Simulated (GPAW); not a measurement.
The system is TiAg.

```
Ag Ti
1.0
     2.90381    0.00000    0.00000
     0.00000    2.90381    0.00000
     0.00000    0.00000    8.13270
Ag Ti
2 2
Direct
  0.50000 0.00000 0.62675
  0.00000 0.50000 0.37325
  0.50000 0.00000 0.11651
  0.00000 0.50000 0.88349
```

The cell comes from a database or a generator and needn't be the stable form of this composition.

| Item | Value |
| --- | --- |
| Program | GPAW 26.7.0 |
| Task | single point |
| Functional | PBEsol |
| Potentials or basis | PAW data sets generated in the run's folder for this functional |
| Cutoff | 600 eV |
| Basis | pw |
| k mesh | 9 × 9 × 4 |
| Occupations | fermi-dirac, width 0.05 eV |
| Spin | no spin polarisation |

On this cell: pressure -3.9 GPa; largest force 0.109 eV/Å; band gap on the k mesh none (metal or under the smearing width).

The same run follows on a disturbed copy (atoms moved at random, drawn with an rms of 0.05 Å):

```
Ag Ti
1.0
     2.90381    0.00000    0.00000
     0.00000    2.90381    0.00000
     0.00000    0.00000    8.13270
Ag Ti
2 2
Direct
  0.51218 0.99715 0.62982
  0.01347 0.49569 0.36943
  0.50138 0.02125 0.11611
  0.00388 0.50828 0.88461
```

What does the disturbed cell give?

The energy (extrapolated to zero smearing) moves by +2.7 meV/atom; pressure -3.7 GPa; largest force 0.280 eV/Å; band gap on the k mesh none (metal or under the smearing width).

Forces in eV/Å, atoms in the order of the input:
```
Ag  -0.033  0.046 -0.133
Ag  -0.057  0.117  0.175
Ti   0.080 -0.249 -0.100
Ti   0.010  0.086  0.057
```

Stress tensor (GPa, compression positive):
```
-3.90 -0.02  0.04
-0.02 -3.92 -0.28
 0.04 -0.28 -3.28
```
